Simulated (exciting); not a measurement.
# BiTe (Fm-3m) in exciting: reference runs

Reference runs on BiTe: the cell as given.

Program: exciting (release sodium). These are calculated values, not measurements. Logs are shortened: lines on timing, memory, paths and dates and some standing lists are left out, and cuts for length are marked.

## (1) The structure

The structure is cubic, space group Fm-3m (No. 225). The conventional cell has a = 6.470 Å, b = 6.470 Å, c = 6.470 Å, α = 90.00°, β = 90.00°, γ = 90.00°. Around Bi (site symmetry m-3m) lie 6 Te at 3.23 Å. Te (site symmetry m-3m) is surrounded by 6 Bi at 3.23 Å.

## (2) Single point, PBEsol

The input, input.xml:

```xml
<input>
  <title>BiTe</title>
  <structure speciespath="./" tshift="false">
    <crystal scale="1">
      <basevect>0.000000000000 6.113264013164 6.113264013164</basevect>
      <basevect>6.113264013164 0.000000000000 6.113264013164</basevect>
      <basevect>6.113264013164 6.113264013164 0.000000000000</basevect>
    </crystal>
    <species speciesfile="Bi.xml" rmt="2.3">
      <atom coord="0.000000000000 0.000000000000 0.000000000000"/>
    </species>
    <species speciesfile="Te.xml" rmt="2.3">
      <atom coord="0.500000000000 0.500000000000 0.500000000000"/>
    </species>
  </structure>
  <groundstate do="fromscratch" ngridk="7 7 7" rgkmax="9" gmaxvr="14" lmaxapw="10" lmaxmat="10" lmaxvr="8" xctype="GGA_PBE_SOL" stype="Fermi Dirac" swidth="0.00183747" nempty="10" ValenceRelativity="iora*" epsengy="1e-05" epspot="1e-05" maxscl="60" tforce="true" outputlevel="normal"/>
</input>
```

Potentials or basis: all-electron LAPW+lo, shipped species files, valence relativity iora*.

Command:

```
OMP_NUM_THREADS=1 exciting_smp
```

INFO.OUT:

```text
================================================================================
EXCITING SODIUM started
[... 10 lines left out ...]

 Lattice vectors (cartesian) :
      0.0000000000      6.1132640132      6.1132640132
      6.1132640132      0.0000000000      6.1132640132
      6.1132640132      6.1132640132      0.0000000000

 Reciprocal lattice vectors (cartesian) :
     -0.5138977552      0.5138977552      0.5138977552
      0.5138977552     -0.5138977552      0.5138977552
      0.5138977552      0.5138977552     -0.5138977552

 Unit cell volume                           :     456.9297674322
 Brillouin zone volume                      :       0.5428628886

 Species :    1 (Bi)
     parameters loaded from                 :    Bi.xml
     name                                   :    bismuth
     nuclear charge                         :     -83.00000000
     electronic charge                      :      83.00000000
     atomic mass                            :  380947.92830000
     muffin-tin radius                      :       2.30000000
     # of radial points in muffin-tin       :     450

     atomic positions (lattice) :
       1 :   0.00000000  0.00000000  0.00000000

 Species :    2 (Te)
     parameters loaded from                 :    Te.xml
     name                                   :    tellurium
     nuclear charge                         :     -52.00000000
     electronic charge                      :      52.00000000
     atomic mass                            :  232600.57070000
     muffin-tin radius                      :       2.30000000
     # of radial points in muffin-tin       :     400

     atomic positions (lattice) :
       1 :   0.50000000  0.50000000  0.50000000

 Total number of atoms per unit cell        :       2

 Spin treatment                             :    spin-unpolarised

 Number of Bravais lattice symmetries       :      48
 Number of crystal symmetries               :      48

 k-point grid                               :       7    7    7
 Total number of k-points                   :      20
 k-point set is reduced with crystal symmetries

 R^MT_min * |G+k|_max (rgkmax)              :       9.00000000
 Species with R^MT_min                      :       1 (Bi)
 Maximum |G+k| for APW functions            :       3.91304348
 Maximum |G| for potential and density      :      14.00000000

 G-vector grid sizes                        :      40    40    40
 Total number of G-vectors                  :   21187

 Maximum angular momentum used for
     APW functions                          :      10
     computing H and O matrix elements      :      10
     potential and density                  :       8
     inner part of muffin-tin               :       2

 Total nuclear charge                       :    -135.00000000
 Total electronic charge                    :     135.00000000
 Total core charge                          :     104.00000000
 Total valence charge                       :      31.00000000

 Number of empty states                     :      10
 Total number of valence states             :      26

 Maximum Hamiltonian size                   :     505
 Maximum number of plane-waves              :     477
 Total number of local-orbitals             :      28

 Exchange-correlation type                  :      22
     PBEsol, Phys. Rev. Lett. 100, 136406 (2008)
     Generalised gradient approximation (GGA)

 Smearing scheme                            :    Fermi-Dirac
 Smearing width                             :       0.00183747

 Using multisecant Broyden potential mixing
[... 6 lines left out ...]
* Groundstate module started                                                   *
********************************************************************************
 Output level for this task is set to normal

++++++++++++++++++++++++++++++++++++++++++++++++++++++++++++++++++++++++++++++++
[... 5 lines left out ...]
+ SCF iteration number :    1                                                  +
++++++++++++++++++++++++++++++++++++++++++++++++++++++++++++++++++++++++++++++++
 Total energy                               :    -28363.90805924
 _______________________________________________________________
 Fermi energy                               :         0.24297193
 Kinetic energy                             :     32425.32975838
 Coulomb energy                             :    -60223.12530130
 Exchange energy                            :      -557.19957016
 Correlation energy                         :        -8.91294616

 DOS at Fermi energy (states/Ha/cell)       :        74.01638502

 Electron charges :
     core                                   :       104.00000000
     core leakage                           :         0.01029280
     valence                                :        31.00000000
     interstitial                           :         6.29867946
     charge in muffin-tin spheres :
                  atom     1    Bi          :        79.69328034
                  atom     2    Te          :        49.00804020
     total charge in muffin-tins            :       128.70132054
     total charge                           :       135.00000000

++++++++++++++++++++++++++++++++++++++++++++++++++++++++++++++++++++++++++++++++
+ SCF iteration number :    2                                                  +
++++++++++++++++++++++++++++++++++++++++++++++++++++++++++++++++++++++++++++++++
 Total energy                               :    -28366.92652959
 _______________________________________________________________
 Fermi energy                               :         0.23965395
 Kinetic energy                             :     32423.13753707
 Coulomb energy                             :    -60223.91866083
 Exchange energy                            :      -557.23195423
 Correlation energy                         :        -8.91345161

 DOS at Fermi energy (states/Ha/cell)       :        77.66825547

 Electron charges :
     core                                   :       104.00000000
     core leakage                           :         0.01021840
     valence                                :        31.00000000
     interstitial                           :         6.29533451
     charge in muffin-tin spheres :
                  atom     1    Bi          :        79.72921613
                  atom     2    Te          :        48.97544937
     total charge in muffin-tins            :       128.70466549
     total charge                           :       135.00000000
[... 296 lines left out ...]
++++++++++++++++++++++++++++++++++++++++++++++++++++++++++++++++++++++++++++++++
+ SCF iteration number :   13                                                  +
++++++++++++++++++++++++++++++++++++++++++++++++++++++++++++++++++++++++++++++++
 Total energy                               :    -28369.86468498
 _______________________________________________________________
 Fermi energy                               :         0.23243144
 Kinetic energy                             :     32420.51092713
 Coulomb energy                             :    -60224.20177777
 Exchange energy                            :      -557.26003672
 Correlation energy                         :        -8.91379762

 DOS at Fermi energy (states/Ha/cell)       :        78.54880483

 Electron charges :
     core                                   :       104.00000000
     core leakage                           :         0.01014663
     valence                                :        31.00000000
     interstitial                           :         6.27762142
     charge in muffin-tin spheres :
                  atom     1    Bi          :        79.75507067
                  atom     2    Te          :        48.96730791
     total charge in muffin-tins            :       128.72237858
     total charge                           :       135.00000000

 RMS change in effective potential (target) :  0.513361E-08  ( 0.100000E-04)
 Absolute change in total energy   (target) :  0.429391E-06  ( 0.100000E-04)
 Charge distance                   (target) :  0.124806E-08  ( 0.100000E-04)
 Abs. change in max-nonIBS-force   (target) :   0.00000      ( 0.500000E-04)

++++++++++++++++++++++++++++++++++++++++++++++++++++++++++++++++++++++++++++++++
| Convergency criteria checked for the last 2 iterations                       +
| Convergence targets achieved. Performing final SCF iteration                 +
++++++++++++++++++++++++++++++++++++++++++++++++++++++++++++++++++++++++++++++++
 Total energy                               :    -28369.86468668
 _______________________________________________________________
 Fermi energy                               :         0.23243144
 Kinetic energy                             :     32420.51092594
 Coulomb energy                             :    -60224.20177827
 Exchange energy                            :      -557.26003674
 Correlation energy                         :        -8.91379762

 DOS at Fermi energy (states/Ha/cell)       :        78.54880526

 Electron charges :
     core                                   :       104.00000000
     core leakage                           :         0.01014663
     valence                                :        31.00000000
     interstitial                           :         6.27762141
     charge in muffin-tin spheres :
                  atom     1    Bi          :        79.75507069
                  atom     2    Te          :        48.96730790
     total charge in muffin-tins            :       128.72237859
     total charge                           :       135.00000000

++++++++++++++++++++++++++++++++++++++++++++++++++++++++++++++++++++++++++++++++
+ Self-consistent loop stopped                                                 +
++++++++++++++++++++++++++++++++++++++++++++++++++++++++++++++++++++++++++++++++
 STATE.OUT is written

--------------------------------------------------------------------------------
- Writing atomic positions and forces                                          -
--------------------------------------------------------------------------------

 Atomic positions (lattice) :
 atom     1  Bi  :     0.00000000    0.00000000    0.00000000
 atom     2  Te  :     0.50000000    0.50000000    0.50000000

 Total atomic forces including IBS (cartesian) :
 atom     1  Bi  :    -0.00000000    0.00000000    0.00000000
 atom     2  Te  :     0.00000000   -0.00000000   -0.00000000

 Atomic force components including IBS (cartesian) :
 atom     1  Bi  :     0.00000000    0.00000000   -0.00000000   HF force
                 :    -0.00000000   -0.00000000    0.00000000   core correction
                 :     0.00000000   -0.00000000    0.00000000   IBS correction
 atom     2  Te  :    -0.00000000   -0.00000000    0.00000000   HF force
                 :     0.00000000    0.00000000   -0.00000000   core correction
                 :    -0.00000000    0.00000000   -0.00000000   IBS correction

********************************************************************************
* Groundstate module stopped                                                   *
********************************************************************************

--------------------------------------------------------------------------------
- CAUTION! Warnings have been written in file WARNING.OUT !                    -
--------------------------------------------------------------------------------
================================================================================
| EXCITING SODIUM stopped                                                      =
================================================================================
```

It took 97 s on 1 thread of Arm Neoverse V2, shared host; peak memory 0.16 GiB.

What came out:

| Quantity | Value |
| --- | --- |
| Free energy | -771983.3671 eV |
| Band gap on the k mesh | none (metal or under the smearing width) |
| All electrons inside the program's atomic spheres | Bi 79.76; Te 48.97 (radii Bi 2.3, Te 2.3 bohr) |

Caveat: the log's total energy holds no entropy term; the free energy is that total less TS from the occupations; spin-orbit coupling is left out, which moves the levels of the heavy elements.
